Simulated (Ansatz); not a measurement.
# Ta3Bi3As2: the cost of one run

Program: Ansatz 0.2.0. Level of theory: DFT PBE, scalar-relativistic, plane waves, PAW. These are calculated values, not measurements.

**1. Starting point**

The structure is cubic, space group Pm-3m (No. 221). Conventional cell: a = 5.924 Å, b = 5.924 Å, c = 5.924 Å, α = 90.00°, β = 90.00°, γ = 90.00°. Ta (site symmetry 4/mmm) is surrounded by 4 Bi at 2.96 Å and 2 As at 2.96 Å. Bi (site symmetry 4/mmm) is surrounded by 4 Ta at 2.96 Å and 2 As at 2.96 Å. As (site symmetry m-3m) has 6 Bi at 2.96 Å in its first shell of neighbours. As (site symmetry m-3m) is surrounded by 6 Ta at 2.96 Å.

Structure file:

```cif
data_structure
_symmetry_space_group_name_H-M 'Pm-3m'
_symmetry_Int_Tables_number 221
_cell_length_a 5.9244
_cell_length_b 5.9244
_cell_length_c 5.9244
_cell_angle_alpha 90.000
_cell_angle_beta 90.000
_cell_angle_gamma 90.000
_cell_volume 207.94
loop_
_atom_site_label
_atom_site_type_symbol
_atom_site_symmetry_multiplicity
_atom_site_Wyckoff_symbol
_atom_site_fract_x
_atom_site_fract_y
_atom_site_fract_z
_atom_site_occupancy
Ta1 Ta 3 d 0.50000 0.00000 0.00000 1
Bi1 Bi 3 c 0.00000 0.50000 0.50000 1
As1 As 1 b 0.50000 0.50000 0.50000 1
As2 As 1 a 0.00000 0.00000 0.00000 1
```

The cell is invented: random cell by space group and Wyckoff sites (Pm-3m, No. 221). The dimensions are guesses.

**2. The guess as it stands, on a coarse mesh**

input.yaml

```yaml
crystal:
  lattice:
    - [5.92441792, 0.0, 0.0]
    - [0.0, 5.92441792, 0.0]
    - [0.0, 0.0, 5.92441792]
  atoms:
    - { symbol: Ta, position: [0.5, 0.0, 0.0] }
    - { symbol: Ta, position: [0.0, 0.5, 0.0] }
    - { symbol: Ta, position: [0.0, 0.0, 0.5] }
    - { symbol: Bi, position: [0.0, 0.5, 0.5] }
    - { symbol: Bi, position: [0.5, 0.0, 0.5] }
    - { symbol: Bi, position: [0.5, 0.5, 0.0] }
    - { symbol: As, position: [0.5, 0.5, 0.5] }
    - { symbol: As, position: [0.0, 0.0, 0.0] }
basis:
  ecutwfc: 420
kpoints:
  mp_grid: { grid: [4, 4, 4] }
hamiltonian:
  xc: pbe
scf:
  occupations: { method: gaussian, width: 0.1 }
  lower_state_search: "off"
output:
  forces: true
  stress: true
  eigenvalues: true
```

Run with:

```console
$ ansatz run input.yaml --threads 1 --pin off --max-ram 2560MiB --backend cpu --events-out ev --progress --plain --runs-dir out
```

**Question.** How long does this run take on 1 thread of AMD EPYC 7B13 (Zen 3), shared host, and how much memory does it need?

About 7.1 s, with a peak of 0.56 GiB.
